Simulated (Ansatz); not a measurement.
# TeAs3F: the cost of one run

Program: Ansatz 0.2.0. Level of theory: DFT PBE, scalar-relativistic, plane waves, PAW. These are calculated values, not measurements.

## Step 1: Starting point

It takes space group P6/mmm (No. 191, hexagonal). The conventional cell has a = 6.020 Å, b = 6.020 Å, c = 9.246 Å, α = 90.00°, β = 90.00°, γ = 120.00°. Te (site symmetry 6/mmm) has 6 As at 2.43 Å in its first shell of neighbours. Te (site symmetry 6/mmm) is surrounded by 2 F at 1.40 Å. As (site symmetry mm2) has 4 As at 1.82 to 2.43 Å and 1 Te at 2.43 Å in its first shell of neighbours. F (site symmetry 6mm) is surrounded by 1 Te at 1.40 Å.

As a file:

```cif
data_structure
_symmetry_space_group_name_H-M 'P6/mmm'
_symmetry_Int_Tables_number 191
_cell_length_a 6.0196
_cell_length_b 6.0196
_cell_length_c 9.2455
_cell_angle_alpha 90.000
_cell_angle_beta 90.000
_cell_angle_gamma 120.000
_cell_volume 290.14
loop_
_atom_site_label
_atom_site_type_symbol
_atom_site_symmetry_multiplicity
_atom_site_Wyckoff_symbol
_atom_site_fract_x
_atom_site_fract_y
_atom_site_fract_z
_atom_site_occupancy
Te1 Te 1 b 0.00000 0.00000 0.50000 1
Te2 Te 1 a 0.00000 0.00000 0.00000 1
As1 As 6 m 0.76737 0.23263 0.50000 1
F1 F 2 e 0.00000 0.00000 0.84905 1
```

The cell is invented: random cell by space group and Wyckoff sites (P6/mmm, No. 191). The dimensions are guesses.

## Step 2: Probe: one point on a coarse mesh

input.yaml

```yaml
crystal:
  lattice:
    - [6.01961908, 0.0, 0.0]
    - [-3.00980954, 5.21314304, 0.0]
    - [0.0, 0.0, 9.24554319]
  atoms:
    - { symbol: Te, position: [0.0, 0.0, 0.5] }
    - { symbol: Te, position: [0.0, 0.0, 0.0] }
    - { symbol: As, position: [0.76737175, 0.23262825, 0.5] }
    - { symbol: As, position: [0.76737175, 0.5347435, 0.5] }
    - { symbol: As, position: [0.4652565, 0.23262825, 0.5] }
    - { symbol: As, position: [0.23262825, 0.76737175, 0.5] }
    - { symbol: As, position: [0.23262825, 0.4652565, 0.5] }
    - { symbol: As, position: [0.5347435, 0.76737175, 0.5] }
    - { symbol: F, position: [0.0, 0.0, 0.84904788] }
    - { symbol: F, position: [0.0, 0.0, 0.15095212] }
basis:
  ecutwfc: 420
kpoints:
  mp_grid: { grid: [3, 3, 2] }
hamiltonian:
  xc: pbe
scf:
  occupations: { method: gaussian, width: 0.1 }
  lower_state_search: "off"
output:
  forces: true
  stress: true
  eigenvalues: true
```

The run is started by

```bash
$ ansatz run input.yaml --threads 1 --pin off --max-ram 2560MiB --backend cpu --events-out ev --progress --plain --runs-dir out
```

What time and memory should one allow on 1 thread of Arm Neoverse N1, shared host?

About 23 s, with a peak of 0.56 GiB.
